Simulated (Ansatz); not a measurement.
# Ta3Cu: what a guessed cell relaxes into

The task: take a trial cell of Ta3Cu to zero force and stress.

Method: DFT PBE, scalar-relativistic, plane waves, PAW, in Ansatz 0.2.0.

## Step 1: The starting structure

It takes space group P6/mmm (No. 191, hexagonal). The conventional cell has a = 4.158 Å, b = 4.158 Å, c = 4.592 Å, α = 90.00°, β = 90.00°, γ = 120.00°. Ta (site symmetry mmm) has 4 Ta at 2.08 Å as nearest neighbours. Cu (site symmetry 6/mmm) is surrounded by 12 Ta at 3.10 Å.

As a file:

```xyz
4
Lattice="4.1575 0.0000 0.0000 -2.0788 3.6005 0.0000 0.0000 0.0000 4.5924" Properties=species:S:1:pos:R:3 pbc="T T T"
Ta    2.0788    0.0000    0.0000
Ta   -1.0394    1.8003    0.0000
Ta    1.0394    1.8003    0.0000
Cu    0.0000    0.0000    2.2962
```

The cell is invented: random cell by space group and Wyckoff sites (P6/mmm, No. 191). Lengths come from tabulated atomic sizes and are only a guess.

## Step 2: The guess as it stands, on a coarse mesh

File input.yaml:

```yaml
crystal:
  lattice:
    - [4.1575383, 0.0, 0.0]
    - [-2.07876915, 3.60053379, 0.0]
    - [0.0, 0.0, 4.59237356]
  atoms:
    - { symbol: Ta, position: [0.5, 0.0, 0.0] }
    - { symbol: Ta, position: [0.0, 0.5, 0.0] }
    - { symbol: Ta, position: [0.5, 0.5, 0.0] }
    - { symbol: Cu, position: [0.0, 0.0, 0.5] }
basis:
  ecutwfc: 420
kpoints:
  mp_grid: { grid: [6, 6, 4] }
hamiltonian:
  xc: pbe
scf:
  occupations: { method: gaussian, width: 0.1 }
  lower_state_search: "off"
output:
  forces: true
  stress: true
  eigenvalues: true
```

The run is started by

```sh
ansatz run input.yaml --threads 1 --pin off --max-ram 2560MiB --backend cpu --events-out ev --progress --plain --runs-dir out
```

Further runs follow: rough relaxation on the coarse mesh; another rough relaxation; full relaxation.

Before running it: what results should come out? Wanted: conventional cell; volume; energy over the elements; gap on the mesh.

The runs gave:

| quantity | value |
| --- | --- |
| symmetry at the end (tolerance 0.05 Å) | space group P6/mmm (No. 191) |
| conventional cell | a = 5.424 Å, b = 5.424 Å, c = 2.750 Å, α = 90.00°, β = 90.00°, γ = 120.00° |
| volume | 17.51 Å³/atom |
| energy over the elements | +0.47 eV/atom |
| gap on the mesh | none (metal) |

The space group P6/mmm (No. 191) is kept, and the volume per atom grows by 1.9 % from the first guess. The formation energy is positive, so the separate elements lie lower. No finished test with a distortion of lower symmetry is shown, so the end may be a saddle point. The runs treat Ta without spin-orbit coupling.
